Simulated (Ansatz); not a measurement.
Task: vertical spin-state energies of CH7BOSn, SMILES C[B](O)[SnH3], with Ansatz 0.2.0, Python API. Give the script and its output. Settings (for the species named): B3LYP, def2-TZVP basis, multiplicity 1.

```xyz
11

C     0.1220    1.4630    0.6533
B    -0.0188   -0.0785    0.5837
O     0.0795   -0.8574    1.7963
Sn   -0.2672   -1.0960   -1.3561
H     1.0630    1.8008    1.0309
H    -0.0468    1.9459   -0.3788
H    -0.7038    1.9016    1.3017
H     1.1199   -1.0322    1.8786
H    -1.8520   -0.5517   -2.0038
H     0.9747   -0.7165   -2.4187
H    -0.4051   -2.8360   -1.0666
```

`spin.py`:
```python
import warnings

import ansatz
from ase import Atoms

warnings.simplefilter('ignore', ansatz.DeckWarning)

atoms = Atoms(['C', 'B', 'O', 'Sn', 'H', 'H', 'H', 'H', 'H', 'H', 'H'], positions=[
    (0.122, 1.463, 0.6533),
    (-0.0188, -0.0785, 0.5837),
    (0.0795, -0.8574, 1.7963),
    (-0.2672, -1.096, -1.3561),
    (1.063, 1.8008, 1.0309),
    (-0.0468, 1.9459, -0.3788),
    (-0.7038, 1.9016, 1.3017),
    (1.1199, -1.0322, 1.8786),
    (-1.852, -0.5517, -2.0038),
    (0.9747, -0.7165, -2.4187),
    (-0.4051, -2.836, -1.0666),
])
system = ansatz.Crystal.molecule_from_ase(atoms)

calc = system.calculation()
calc = calc.basis(gaussian='def2-TZVP').functional('b3lyp')
found = {}
for unpaired in [0, 2]:
    report = calc.spin('collinear', total=unpaired).run(threads=1).report
    s = unpaired / 2
    found[unpaired] = report['free_energy_ev']
    print(f'2S+1 = {unpaired + 1}: E = {found[unpaired]:.5f} eV, <S^2> = {abs(report["mean_field"]["state"]["spin_squared"]):.3f} (pure state {s * (s + 1):.2f})')
lowest = min(found, key=found.get)
for unpaired, e in found.items():
    print(f'multiplicity {unpaired + 1}: {(e - found[lowest]):.3f} eV above the lowest')
```

```console
$ python spin.py
2S+1 = 1: E = -9709.47554 eV, <S^2> = 0.000 (pure state 0.00)
2S+1 = 3: E = -9706.28709 eV, <S^2> = 2.005 (pure state 2.00)
multiplicity 1: 0.000 eV above the lowest
multiplicity 3: 3.188 eV above the lowest
```

In order: multiplicity 1 (+0.00 eV) and multiplicity 3 (+3.19 eV), all at the one geometry.

Reading the output:
- These settings explore the input space; basis and method may be short of convergence.
- The geometry is a force-field or estimated start, not a minimum of this method, and the basis set is short of its limit. All parts are taken at fixed geometry, without zero-point energy.
- def2 sets replace the cores of elements past krypton by effective core potentials.
- b3lyp holds the VWN-RPA fit, as in Gaussian; the form of ORCA and Turbomole is b3lyp5.
- Spin-orbit coupling, which mixes and shifts the spin states of heavy atoms, is left out.
- Finished in 34 s on 1 thread of Arm Neoverse V1 (shared host), peak memory 0.56 GiB.
